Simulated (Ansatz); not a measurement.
# CH9N3OSi: the cost of one run

Program: Ansatz 0.2.0. Level of theory: RKS PBE-D4/STO-3G. These are calculated values, not measurements.

### Step 1. The structure to begin with

Bond lengths: Si1–O2 1.680 Å, O2–C3 1.420 Å, C3–H4 1.110 Å, C3–H5 1.110 Å, C3–H6 1.110 Å, Si1–N7 1.820 Å, N7–H8 1.060 Å, N7–H9 1.060 Å, Si1–N10 1.819 Å, N10–H11 1.060 Å, N10–H12 1.060 Å, Si1–N13 1.819 Å, N13–H14 1.060 Å, N13–H15 1.060 Å. Angles (14 of 22 angles, heavy atoms first): Si1–O2–C3 125.0°, O2–Si1–N7 109.5°, O2–Si1–N10 109.5°, O2–Si1–N13 109.5°, N7–Si1–N10 109.5°, N7–Si1–N13 109.5°, N10–Si1–N13 109.5°, O2–C3–H4 109.5°, O2–C3–H5 109.5°, O2–C3–H6 109.5°, Si1–N7–H8 120.0°, Si1–N7–H9 120.0°, Si1–N10–H11 120.0°, Si1–N10–H12 120.0°.

As a file:

```xyz
15

Si    0.0000    0.0000    0.0000
O     0.0000    0.0000    1.6800
C    -1.1112   -0.3437    2.4945
H    -1.8140   -0.9775    1.9143
H    -0.7584   -0.9037    3.3856
H    -1.6313    0.5809    2.8212
N     1.7163    0.0000   -0.6061
H     2.2145   -0.9180   -0.7868
H     2.2175    0.9180   -0.7783
N    -0.8572    1.4851   -0.6061
H    -1.8773    1.4300   -0.8888
H    -0.3367    2.4058   -0.6766
N    -0.8572   -1.4851   -0.6061
H    -1.3922   -2.1014    0.0704
H    -0.8219   -1.7344   -1.6357
```

### Step 2. Preparing the start

File input.yaml:

```yaml
crystal:
  periodic: [false, false, false]
  atoms:
    - { symbol: Si, position_ang: [0.0, 0.0, 0.0] }
    - { symbol: O, position_ang: [0.0, 0.0, 1.68] }
    - { symbol: C, position_ang: [-1.1112, -0.3437, 2.4945] }
    - { symbol: H, position_ang: [-1.814, -0.9775, 1.9143] }
    - { symbol: H, position_ang: [-0.7584, -0.9037, 3.3856] }
    - { symbol: H, position_ang: [-1.6313, 0.5809, 2.8212] }
    - { symbol: "N", position_ang: [1.7163, 0.0, -0.6061] }
    - { symbol: H, position_ang: [2.2145, -0.918, -0.7868] }
    - { symbol: H, position_ang: [2.2175, 0.918, -0.7783] }
    - { symbol: "N", position_ang: [-0.8572, 1.4851, -0.6061] }
    - { symbol: H, position_ang: [-1.8773, 1.43, -0.8888] }
    - { symbol: H, position_ang: [-0.3367, 2.4058, -0.6766] }
    - { symbol: "N", position_ang: [-0.8572, -1.4851, -0.6061] }
    - { symbol: H, position_ang: [-1.3922, -2.1014, 0.0704] }
    - { symbol: H, position_ang: [-0.8219, -1.7344, -1.6357] }
basis:
  gaussian: { orbitals: STO-3G }
hamiltonian:
  xc: pbe
  dispersion: d4
relax:
  f_tol: 0.02
  max_steps: 40
```

The run is started by

```bash
$ ansatz run input.yaml --threads 1 --pin off --max-ram 2048MiB --backend cpu --events-out ev --progress --plain --runs-dir out
```

Q: Estimate wall time and peak memory on 1 thread of Arm Neoverse N1, shared host.

About 2 min, with a peak of 0.15 GiB.
